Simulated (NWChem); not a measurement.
**GeH3Cl (chlorogermane): levels of theory compared**

Wanted: a comparison of 6 runs (HF/STO-3G, HF/def2-TZVP, B3LYP/6-31G*, wB97X/6-31G, M06-2X/cc-pVDZ, B3LYP/pcseg-2) of GeH3Cl (chlorogermane). 

The calculation is run with NWChem 7.3.0.

1 further run of the same task is left out (it didn't finish).

## (1) Starting point

GeH3Cl has 5 atoms, charge 0, and is taken as a singlet. As SMILES, `[Cl][GeH3]`. Geometry: relaxed at PBE0-D4/def2-TZVP.

Bond lengths: Cl1–Ge2 2.155 Å, Ge2–H3 1.532 Å, Ge2–H4 1.532 Å, Ge2–H5 1.532 Å. Angles: Cl1–Ge2–H3 107.1°, Cl1–Ge2–H4 107.1°, Cl1–Ge2–H5 107.1°, H3–Ge2–H4 111.7°, H3–Ge2–H5 111.7°, H4–Ge2–H5 111.7°.

## (2) Energy and forces at HF/STO-3G (run 1)

Input file geom.nw:

```
start geom
title "ClGeH3"
memory 2200 mb
geometry noautosym nocenter noautoz
  Cl   -1.875800   -0.025100    0.641300
  Ge    0.161800   -0.013900   -0.060600
  H     0.160400    0.656200   -1.438100
  H     0.619000   -1.473700   -0.140600
  H     0.984500    0.782900    0.956700
end
basis spherical bse
  * library STO-3G
end
scf
  thresh 1e-08
  maxiter 80
  print low
end
task scf gradient
```

Run with:

```
$ nwchem geom.nw > geom.out
```

The log of the run:

```text
[...]
  functions       =    30
[...]
  wavefunction    = RHF
[...]
         Total SCF energy =  -2508.136182406259
      One-electron energy =  -3863.984463100087
      Two-electron energy =   1179.454445996212
 Nuclear repulsion energy =    176.393834697617
        Time for solution =      1.6s
[...]
                         RHF ENERGY GRADIENTS
    atom               coordinates                        gradient
                 x          y          z           x          y          z
   1 Cl     -3.544748  -0.047432   1.211881   -0.001532  -0.000008   0.000532
   2 Ge      0.305758  -0.026267  -0.114517   -0.029205  -0.000176   0.010038
   3 H       0.303112   1.240038  -2.717615   -0.000136   0.016273  -0.033413
   4 H       1.169740  -2.784889  -0.265695    0.010997  -0.035439  -0.001902
   5 H       1.860435   1.479466   1.807901    0.019876   0.019349   0.024745
 Task  times  cpu:        2.4s     wall:        2.4s
 Total times  cpu:        2.4s     wall:        2.4s
```

It took 3 s on 1 thread of Intel Xeon Platinum 8259CL at 2.50GHz (Skylake/Cascade Lake), shared host; peak memory 0.098 GiB.

## (3) Energy and gradient at HF/def2-TZVP (run 2)

Input file clgeh3.nw:

```
start clgeh3
title "ClGeH3"
memory 2200 mb

geometry noautosym nocenter noautoz
 Cl      -1.875800      -0.025100       0.641300
 Ge       0.161800      -0.013900      -0.060600
 H        0.160400       0.656200      -1.438100
 H        0.619000      -1.473700      -0.140600
 H        0.984500       0.782900       0.956700
end

basis "ao basis" spherical bse
 Cl library def2-TZVP
 Ge library def2-TZVP
 H library def2-TZVP
end

scf
 thresh 1e-08
 maxiter 80
end

task scf gradient
```

Run with:

```
$ nwchem clgeh3.nw > clgeh3.out
```

The log of the run:

```text
[...]
  functions       =   103
[...]
  wavefunction    = RHF
[...]
         Total SCF energy =  -2536.662359422025
      One-electron energy =  -3884.020482876456
      Two-electron energy =   1170.964288756815
 Nuclear repulsion energy =    176.393834697617
        Time for solution =     59.5s
[...]
                         RHF ENERGY GRADIENTS
    atom               coordinates                        gradient
                 x          y          z           x          y          z
   1 Cl     -3.544748  -0.047432   1.211881    0.002239   0.000013  -0.000768
   2 Ge      0.305758  -0.026267  -0.114517   -0.002726  -0.000031   0.000921
   3 H       0.303112   1.240038  -2.717615   -0.000295   0.000717  -0.001372
   4 H       1.169740  -2.784889  -0.265695    0.000193  -0.001552   0.000021
   5 H       1.860435   1.479466   1.807901    0.000589   0.000854   0.001198
[...]
```

Run time: 78 s. Hardware: 1 thread of Intel Xeon Platinum 8259CL at 2.50GHz (Skylake/Cascade Lake), shared host; peak memory 0.11 GiB.

Runs 3 to 5 aren't shown in full; the table further down has their settings and results.

## (4) Energy and forces at B3LYP/pcseg-2 (run 6)

Input file clgeh3.xyz:

```xyz
5

Cl    -1.875800    -0.025100     0.641300
Ge     0.161800    -0.013900    -0.060600
H      0.160400     0.656200    -1.438100
H      0.619000    -1.473700    -0.140600
H      0.984500     0.782900     0.956700
```

Input file run.py:

```python
from ase.io import read
from ase.calculators.nwchem import NWChem

atoms = read('clgeh3.xyz')

calc = NWChem(
    label='clgeh3',
    theory='dft',
    memory='2200 mb',
    basis='pcseg-2',
    basispar='spherical bse',
    dft={'xc': 'b3lyp', 'mult': '1', 'grid': 'fine', 'convergence': 'energy 1e-08', 'iterations': '100', 'mulliken': None},
)
atoms.calc = calc

forces = atoms.get_forces()
e = atoms.get_potential_energy()
print(f"E = {e:.6f} eV")
print("forces (eV/A):")
for s, f in zip(atoms.symbols, forces):
    print(f"{s:2s} {f[0]:10.5f} {f[1]:10.5f} {f[2]:10.5f}")
print("dipole (e A):", atoms.get_dipole_moment().round(4))
```

Run with:

```
$ export ASE_NWCHEM_COMMAND="nwchem PREFIX.nwi > PREFIX.nwo"
$ python run.py
```

The log of the run:

```text
E = -69094.348163 eV
forces (eV/A):
Cl   -0.34720   -0.00195    0.11945
Ge    0.33311    0.00262   -0.11395
H     0.00710   -0.00381    0.00535
H     0.00468    0.00771   -0.00216
H     0.00237   -0.00463   -0.00864
dipole (e A): [ 0.3967  0.0022 -0.1367]
```

The calculator wrote clgeh3.nwi:

```
title "clgeh3"

permanent_dir clgeh3

scratch_dir clgeh3

start clgeh3

geometry units angstrom nocenter noautosym noautoz
  Cl -1.8757999999999999e+00 -2.5100000000000001e-02 6.4129999999999998e-01
  Ge 1.6180000000000000e-01 -1.3899999999999999e-02 -6.0600000000000001e-02
  H  1.6039999999999999e-01 6.5620000000000001e-01 -1.4380999999999999e+00
  H  6.1899999999999999e-01 -1.4737000000000000e+00 -1.4060000000000000e-01
  H  9.8450000000000004e-01 7.8290000000000004e-01 9.5669999999999999e-01
end

memory 2200 mb

basis spherical bse noprint
   * library pcseg-2
end

dft
  xc b3lyp
  mult 1
  grid fine
  convergence energy 1e-08
  iterations 100
  mulliken
end

task dft gradient
```

clgeh3.nwo:

```text
Northwest Computational Chemistry Package (NWChem) 7.3.0
             --------------------------------------------------------

           Job information
           ---------------

    nwchem branch   = 7.3.0
    use scalapack   = T
    input           = clgeh3.nwi
    prefix          = clgeh3.
    data base       = clgeh3/clgeh3.db
    status          = startup
    nproc           =        1

           Memory information
           ------------------

[... 5 lines left out ...]
    hardfail = no
[... 97 lines left out ...]
  convergence criterion.
[... 42 lines left out ...]
          Spatial weights used:  Erf1
[... 32 lines left out ...]
 1-e energy   =   -3884.586541
[... 41 lines left out ...]
           Coulomb energy =     1277.526111784410
[... 923 lines left out ...]
          Convergence on density requested:  1.00D-05
[... 28 lines left out ...]
          total energy or number of iterations.
[... 36 lines left out ...]
                 ----------------------------------------
                 |  Time  |  1-e(secs)   |  2-e(secs)   |
                 ----------------------------------------
                 |  CPU   |       0.02   |      22.78   |
                 ----------------------------------------
                 |  WALL  |       0.02   |      22.78   |
                 ----------------------------------------

 Task  times  cpu:       82.8s     wall:       82.8s
 Total times  cpu:       82.8s     wall:       82.8s
```

It took 84 s on 1 thread of Intel Xeon Platinum 8259CL at 2.50GHz (Skylake/Cascade Lake), shared host; peak memory 0.14 GiB.

## (5) Overview of the runs

```
run                               level  iteration cap  module   energy (Eh)  largest force (eV/Å)  wall time
  1                           HF/STO-3G             80     scf  -2508.136182                 1.911        3 s
  2                        HF/def2-TZVP             80     scf  -2536.662359                 0.148       78 s
  3  B3LYP/6-31G* (spherical functions)            100     dft  -2538.787339                 0.521       25 s
  4                         wB97X/6-31G            100     dft  -2538.668143                 1.360       34 s
  5                      M06-2X/cc-pVDZ            100     dft  -2538.985512                 0.439    2.1 min
  6                       B3LYP/pcseg-2            100     dft  -2539.170482                 0.367       84 s
```

## (6) Results

| quantity | value |
| --- | --- |
| run 6: total energy | -2539.17048 Eh |
| run 6: dipole moment | 2.02 D |
| run 6: HOMO energy | -8.54 eV |
| run 6: LUMO energy | -0.74 eV |
| run 6: HOMO–LUMO gap | 7.80 eV |
| run 6: largest force on an atom | 0.367 eV/Å |

Over runs 2, 4, 5, 6 the dipole moment (its size) runs from 2.02 D (B3LYP/pcseg-2) to 3.11 D (wB97X/6-31G). The two ends differ in method and basis. Over runs 2, 4, 5, 6 the HOMO–LUMO gap runs from 7.80 eV (B3LYP/pcseg-2) to 15.13 eV (HF/def2-TZVP). Totals of different functionals can't be ranked against each other. In run 1 the basis is minimal, so the values are rough. All runs together took 5.8 min, the longest 2.1 min.
